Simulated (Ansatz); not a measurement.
Runs of Ansatz 0.2.0 on SiMo3. The structure is cubic, space group Pm-3n (No. 223). The conventional cell has a = 4.889 Å, b = 4.889 Å, c = 4.889 Å, α = 90.00°, β = 90.00°, γ = 90.00°. Around Mo (site symmetry -4m2) lie 2 Mo at 2.44 Å and 4 Si at 2.73 Å. Si (site symmetry m-3) has 12 Mo at 2.73 Å as nearest neighbours. 

```csv
level,cutoff (eV),gap on the mesh (eV),pressure (GPa),relaxed volume (Å³/atom)
BLYP,420,none,0.0,15.38
revPBE,420,none,0.0,(b)
RPBE,420,none,0.0,14.96
PBEsol,420,none,0.0,14.36
LDA,420,none,0.0,(a)
r2SCAN,500,none,0.0,14.57
```

Alike in all rows: task relaxation of cell and atoms; potentials or basis Ansatz PAW; no spin polarisation; cell relaxed; k mesh 6 × 6 × 6; smearing fermi-dirac 0.05 eV.

Task: Estimate the missing entries.

Result: (a) 14.12; (b) 14.91.

Caveats: the plane-wave basis is chosen anew once the cell has moved, so the energies of steps on either side of that aren't comparable; the PAW data sets come from PBE, with cores solved anew for the run's functional, which leaves a small shift of forces and pressure.

A k mesh can miss the band edges, and the runs leave out spin-orbit coupling on Mo.

A gap of «none» marks a metal or a gap under the smearing width.

Runs at the PBE level aren't shown here.
